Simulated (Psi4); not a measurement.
# One shape, several levels: AlHBrO (SMILES [OH][Al][Br])

We compute a comparison of 4 runs (U-wB97M-V/def2-SVPD, U-wB97X/def2-SVPD, UCAM-B3LYP/def2-SVPD, UM06-2X/def2-SVPD) of AlHBrO. 

The results are computed with Psi4 1.11.

1 further run of the same task is left out (set aside as unsound or not needed).

### 1 The structure to begin with

AlHBrO has 4 atoms, charge 0, and is taken as a doublet. SMILES: `[OH][Al][Br]`. The Al2–Br3 distance was set to 2.951 Å, away from the relaxed value.

Bond lengths: O1–Al2 1.695 Å, O1–H4 0.957 Å. Angles: Al2–O1–H4 123.5°.

### 2 A single-point energy at U-wB97M-V/def2-SVPD (run 1)

The input, albrho.xyz:

```xyz
4
AlBrHO
O     -0.970390     0.955617    -0.756401
Al    -0.653190     0.182417     0.717699
Br     1.740900    -1.539700     0.836000
H     -1.719190     1.533817    -0.899501
```

The input, job.py:

```python
import psi4

psi4.set_memory(1600000000)
psi4.set_num_threads(1)
psi4.set_output_file('albrho.out', False)

with open('albrho.xyz') as f:
    atoms = ''.join(f.readlines()[2:])
m = psi4.geometry('0 2\n' + atoms + 'symmetry c1')

options = {'basis': 'def2-SVPD', 'reference': 'uks', 'puream': True, 'e_convergence': 1e-09, 'd_convergence': 1e-08, 'scf_type': 'pk', 'dft_radial_points': 99, 'dft_spherical_points': 590, 'maxiter': 200}
psi4.set_options(options)

E = psi4.energy('wb97m-v')
print('E =', round(E, 9))
for k, v in sorted(psi4.core.scalar_variables().items()):
    print(f'{k:45s} {v:18.10f}')
```

The run is started by

```
$ python job.py
```

albrho.out:

```text
[...]
  Running in c1 symmetry.
[...]
  Nuclear repulsion =  162.051323650500279
[...]
  Multiplicity = 2
[...]
  Nalpha       = 29
  Nbeta        = 28
[...]
    Number of basis functions: 96
[...]
   @UKS iter   1: -2891.30920621826954   -1.83578e+00   1.54806e-02 ADIIS/DIIS
[...]
   @UKS iter  16: -2891.83742686971573   -2.59206e-11   9.21365e-09 DIIS
[...]
   @S^2 Observed:                7.593143900E-01
[...]
    Orbital Energies [Eh]
    ---------------------
    Alpha Occupied:
       1A   -483.416521     2A    -62.747490     3A    -56.453176
       4A    -56.449911     5A    -56.449868     6A    -56.389338
       7A    -19.379539     8A     -8.853562     9A     -6.642187
      10A     -6.631910    11A     -6.631729    12A     -4.371523
      13A     -2.888934    14A     -2.888594    15A     -2.884847
      16A     -2.722942    17A     -2.720383    18A     -2.720243
      19A     -2.712502    20A     -2.712500    21A     -1.133466
      22A     -0.838258    23A     -0.656672    24A     -0.512727
      25A     -0.478519    26A     -0.429803    27A     -0.360737
      28A     -0.360458    29A     -0.332075
    Alpha Virtual:
[...]
  @UKS Final Energy: -2891.83742686971573
   => Energetics <=
    Nuclear Repulsion Energy =            162.0513236505002794
    One-Electron Energy =               -4346.8442750486410660
    Two-Electron Energy =                1386.3918618983757369
    DFT Exchange-Correlation Energy =     -93.6756782172116687
    Empirical Dispersion Energy =           0.0000000000000000
    VV10 Nonlocal Energy =                  0.2393408472607192
    Total Energy =                      -2891.8374268697157277
[...]
 Multipole Moments:
 ------------------------------------------------------------------------------------
     Multipole            Electronic (a.u.)      Nuclear  (a.u.)        Total (a.u.)
 ------------------------------------------------------------------------------------
 L = 1.  Multiply by 2.5417464519 to convert [e a0] to [Debye]
 Dipole X            :          6.7193041           -8.6643558           -1.9450518
 Dipole Y            :         -6.1526376            7.4201009            1.2674632
 Dipole Z            :          3.8623873           -3.6063420            0.2560453
 Magnitude           :                                                    2.3356474
[...]
```

Standard output:

```text
E = -2891.83742687
CURRENT ENERGY                                  -2891.8374268697
CURRENT REFERENCE ENERGY                        -2891.8374268697
DD SOLVATION ENERGY                                 0.0000000000
DFT FUNCTIONAL TOTAL ENERGY                     -2891.8374268697
DFT TOTAL ENERGY                                -2891.8374268697
DFT VV10 ENERGY                                     0.2393408473
DFT XC ENERGY                                     -93.6756782172
GRID ELECTRONS ALPHA                               28.9999996994
GRID ELECTRONS BETA                                27.9999997096
GRID ELECTRONS TOTAL                               56.9999994089
NUCLEAR REPULSION ENERGY                          162.0513236505
ONE-ELECTRON ENERGY                             -4346.8442750486
PCM POLARIZATION ENERGY                             0.0000000000
PE ENERGY                                           0.0000000000
SCF ITERATION ENERGY                            -2891.8374268697
SCF ITERATIONS                                     16.0000000000
SCF TOTAL ENERGY                                -2891.8374268697
TWO-ELECTRON ENERGY                              1386.3918618984
XC GRID RADIAL POINTS                              99.0000000000
XC GRID SPHERICAL POINTS                          590.0000000000
XC GRID TOTAL POINTS                           225382.0000000000
```

It took 80 s on 1 thread of Intel Xeon Platinum 8488C (Sapphire Rapids), shared host; peak memory 0.86 GiB.

### 3 A single-point energy at U-wB97X/def2-SVPD (run 2)

The input, input.json:

```json
{
 "schema_name": "qcschema_input",
 "schema_version": 1,
 "molecule": {
  "schema_name": "qcschema_molecule",
  "schema_version": 2,
  "symbols": ["O", "Al", "Br", "H"],
  "geometry": [-1.83377133, 1.80585441, -1.42939073, -1.23435021, 0.34471817, 1.35625455, 3.28982421, -2.90961131, 1.57981104, -3.24879826, 2.89849406, -1.69981054],
  "molecular_charge": 0,
  "molecular_multiplicity": 2,
  "fix_symmetry": "c1",
  "fix_com": true,
  "fix_orientation": true
 },
 "driver": "energy",
 "model": {
  "method": "wb97x",
  "basis": "def2-SVPD"
 },
 "keywords": {
  "reference": "uks",
  "puream": true,
  "e_convergence": 1e-09,
  "d_convergence": 1e-08,
  "scf_type": "pk",
  "dft_radial_points": 99,
  "dft_spherical_points": 590,
  "maxiter": 200,
  "scf_properties": ["QUADRUPOLE", "DIPOLE", "MAYER_INDICES"]
 }
}
```

The run is started by

```
$ psi4 --qcschema input.json -n 1 --memory 1600MB
```

stdout:

```text
[...]
  Running in c1 symmetry.
[...]
  Nuclear repulsion =  162.051323748611537
[...]
  Multiplicity = 2
[...]
  Nalpha       = 29
  Nbeta        = 28
[...]
    Number of basis functions: 96
[...]
   @UKS iter   1: -2891.47071055308379   -1.82602e+00   1.57192e-02 ADIIS/DIIS
[...]
   @UKS iter  17: -2892.01382831582396   -7.27596e-12   5.62683e-09 DIIS
[...]
   @S^2 Observed:                7.686341190E-01
[...]
    Orbital Energies [Eh]
    ---------------------
    Alpha Occupied:
       1A   -482.534737     2A    -62.443060     3A    -56.277079
       4A    -56.273363     5A    -56.273314     6A    -56.135500
       7A    -19.239887     8A     -8.747940     9A     -6.583540
      10A     -6.572591    11A     -6.572406    12A     -4.324066
      13A     -2.878191    14A     -2.876774    15A     -2.873349
      16A     -2.707386    17A     -2.704720    18A     -2.704574
      19A     -2.696420    20A     -2.696418    21A     -1.132734
      22A     -0.847428    23A     -0.660006    24A     -0.514854
      25A     -0.480130    26A     -0.437388    27A     -0.367372
      28A     -0.367185    29A     -0.343835
    Alpha Virtual:
[...]
  @UKS Final Energy: -2892.01382831582396
   => Energetics <=
    Nuclear Repulsion Energy =            162.0513237486115372
    One-Electron Energy =               -4346.8944728554433823
    Two-Electron Energy =                1385.6180914977476277
    DFT Exchange-Correlation Energy =     -92.7887707067392000
    Empirical Dispersion Energy =           0.0000000000000000
    VV10 Nonlocal Energy =                  0.0000000000000000
    Total Energy =                      -2892.0138283158239574
[...]
 Multipole Moments:
 ------------------------------------------------------------------------------------
     Multipole            Electronic (a.u.)      Nuclear  (a.u.)        Total (a.u.)
 ------------------------------------------------------------------------------------
 L = 1.  Multiply by 2.5417464519 to convert [e a0] to [Debye]
 Dipole X            :        -83.0573615           81.1783257           -1.8790358
 Dipole Y            :         81.2523011          -80.0097303            1.2425708
 Dipole Z            :        -59.5909114           59.7897592            0.1988478
 Magnitude           :                                                    2.2614814
 L = 2.  Multiply by 1.3450342976 to convert [e a0^2] to [Debye ang]
 Quadrupole XX       :       -462.8166108          436.0665108          -26.7501000
 Quadrupole XY       :        376.9932363         -376.4641936            0.5290427
[...]
```

The result, in JSON:

```text
{
 "driver": "energy",
 "model": {
  "method": "wb97x",
  "basis": "def2-SVPD"
 },
 "success": true,
 "return_result": -2892.013828315824,
 "properties": {
  "calcinfo_nbasis": 96,
  "calcinfo_nmo": 96,
  "calcinfo_nalpha": 29,
  "calcinfo_nbeta": 28,
  "calcinfo_natom": 4,
  "nuclear_repulsion_energy": 162.05132374861154,
  "return_energy": -2892.013828315824,
  "scf_one_electron_energy": -4346.894472855443,
  "scf_two_electron_energy": 1385.6180914977476,
  "scf_xc_energy": -92.7887707067392,
  "scf_dipole_moment": [-1.8790357893425664, 1.2425708490237781, 0.19884776279332783],
  "scf_total_energy": -2892.013828315824,
  "scf_iterations": 17
 }
}
```

It took 19 s on 1 thread of Intel Xeon Platinum 8488C (Sapphire Rapids), shared host; peak memory 0.94 GiB.

Run 3 isn't shown in full; the table further down has it.

### 4 A single-point energy at UM06-2X/def2-SVPD (run 4)

The input, job.dat:

```
memory 1.6 GB

molecule {
  0 2
  O     -0.970390     0.955617    -0.756401
  Al    -0.653190     0.182417     0.717699
  Br     1.740900    -1.539700     0.836000
  H     -1.719190     1.533817    -0.899501
  symmetry c1
}

set basis def2-SVPD
set reference uks
set puream true
set e_convergence 1e-09
set d_convergence 1e-08
set scf_type pk
set dft_radial_points 99
set dft_spherical_points 590
set maxiter 200

result, w = energy("m06-2x", return_wfn=True)
```

The run is started by

```
$ psi4 -i job.dat -o job.out -n 1
```

job.out:

```text
[...]
  Running in c1 symmetry.
[...]
  Nuclear repulsion =  162.051323650500279
[...]
  Multiplicity = 2
[...]
  Nalpha       = 29
  Nbeta        = 28
[...]
    Number of basis functions: 96
[...]
   @UKS iter   1: -2891.49346385672334   -1.83917e+00   1.53059e-02 DIIS/ADIIS
[...]
   @UKS iter  17: -2892.01653922438800   -6.36646e-12   4.37484e-09 DIIS
[...]
   @S^2 Observed:                7.563111816E-01
[...]
    Orbital Energies [Eh]
    ---------------------
    Alpha Occupied:
       1A   -485.241001     2A    -63.270668     3A    -57.109475
       4A    -57.106967     5A    -57.106929     6A    -56.955132
       7A    -19.670857     8A     -8.974239     9A     -6.800197
      10A     -6.791709    11A     -6.791538    12A     -4.468667
      13A     -2.970969    14A     -2.970650    15A     -2.968077
      16A     -2.831432    17A     -2.829251    18A     -2.829087
      19A     -2.822493    20A     -2.822492    21A     -1.123783
      22A     -0.795265    23A     -0.626754    24A     -0.484388
      25A     -0.448091    26A     -0.389947    27A     -0.317044
      28A     -0.316891    29A     -0.299579
    Alpha Virtual:
[...]
  @UKS Final Energy: -2892.01653922438800
   => Energetics <=
    Nuclear Repulsion Energy =            162.0513236505002794
    One-Electron Energy =               -4347.8087603659951128
    Two-Electron Energy =                1349.8874678304919144
    DFT Exchange-Correlation Energy =     -56.1465703393852777
    Empirical Dispersion Energy =           0.0000000000000000
    VV10 Nonlocal Energy =                  0.0000000000000000
    Total Energy =                      -2892.0165392243879978
[...]
 Multipole Moments:
 ------------------------------------------------------------------------------------
     Multipole            Electronic (a.u.)      Nuclear  (a.u.)        Total (a.u.)
 ------------------------------------------------------------------------------------
 L = 1.  Multiply by 2.5417464519 to convert [e a0] to [Debye]
 Dipole X            :          6.5983371           -8.6643558           -2.0660187
 Dipole Y            :         -6.0764412            7.4201009            1.3436597
 Dipole Z            :          3.8853552           -3.6063420            0.2790132
 Magnitude           :                                                    2.4802627
[...]
```

It took 32 s on 1 thread of Intel Xeon Platinum 8488C (Sapphire Rapids), shared host; peak memory 0.78 GiB.

### 5 The series

```csv
run,level,energy (Eh),dipole moment (D),HOMO energy (eV),LUMO energy (eV),wall time
1,U-wB97M-V/def2-SVPD,-2891.837427,5.94,-9.04,-3.00,80 s
2,U-wB97X/def2-SVPD,-2892.013828,5.75,-9.36,-2.95,19 s
3,UCAM-B3LYP/def2-SVPD,-2892.120931,5.79,-8.43,-3.60,20 s
4,UM06-2X/def2-SVPD,-2892.016539,6.30,-8.15,-3.99,32 s
```

### 6 Results

| quantity | value |
| --- | --- |
| run 4: total energy | -2892.01654 Eh |
| run 4: dipole moment | 6.30 D |
| run 4: HOMO energy (highest over α and β) | -8.15 eV |
| run 4: LUMO energy (lowest over α and β) | -3.99 eV |
| run 4: ⟨S²⟩ | 0.756 |

What this shows: The dipole moment (its size) runs from 5.75 D (U-wB97X/def2-SVPD) to 6.30 D (UM06-2X/def2-SVPD). Totals of different functionals can't be ranked against each other. All runs together took 2.5 min, the longest 80 s.
